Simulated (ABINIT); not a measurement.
Crystal: LiBe.

```
Be Li
1.0
     2.29599    0.00000    0.00000
     0.00000    3.61277    0.00000
    -0.40174    0.00000    5.51353
Be Li
2 2
Direct
  0.24358 0.75000 0.42383
  0.75642 0.25000 0.57617
  0.26315 0.75000 0.84514
  0.73685 0.25000 0.15486
```

The cell comes from a database or a generator and needn't be the stable form of this composition.

| Item | Value |
| --- | --- |
| Program | ABINIT 10.8.3 (patched build) |
| Task | single point |
| Functional | PBE |
| Potentials or basis | JTH PAW PBE v2.0 |
| Cutoff | 517 eV |
| k mesh | 11 × 7 × 5 |
| Occupations | fermi-dirac, width 0.05 eV |
| Spin | no spin polarisation |

On this cell: pressure -0.6 GPa; largest force 0.019 eV/Å; band gap on the k mesh none (metal or under the smearing width).

The same run follows on a disturbed copy (atoms moved at random, drawn with an rms of 0.05 Å):

```
Be Li
1.0
     2.29599    0.00000    0.00000
     0.00000    3.61277    0.00000
    -0.40174    0.00000    5.51353
Be Li
2 2
Direct
  0.26897 0.75788 0.42427
  0.76814 0.23607 0.56593
  0.27784 0.76881 0.84683
  0.73920 0.25881 0.16109
```

**Question.** What changes?

**Answer.** The energy (extrapolated to zero smearing) moves by +10.0 meV/atom; pressure 0.1 GPa; largest force 0.604 eV/Å; band gap on the k mesh none (metal or under the smearing width).

Forces in eV/Å, atoms in the order of the input:
```
Be  -0.127 -0.311 -0.075
Be   0.104  0.496  0.329
Li  -0.021 -0.226 -0.047
Li   0.044  0.041 -0.207
```

Stress tensor (GPa, compression positive):
```
-1.53  0.16  0.42
 0.16  0.10  0.16
 0.42  0.16  1.64
```
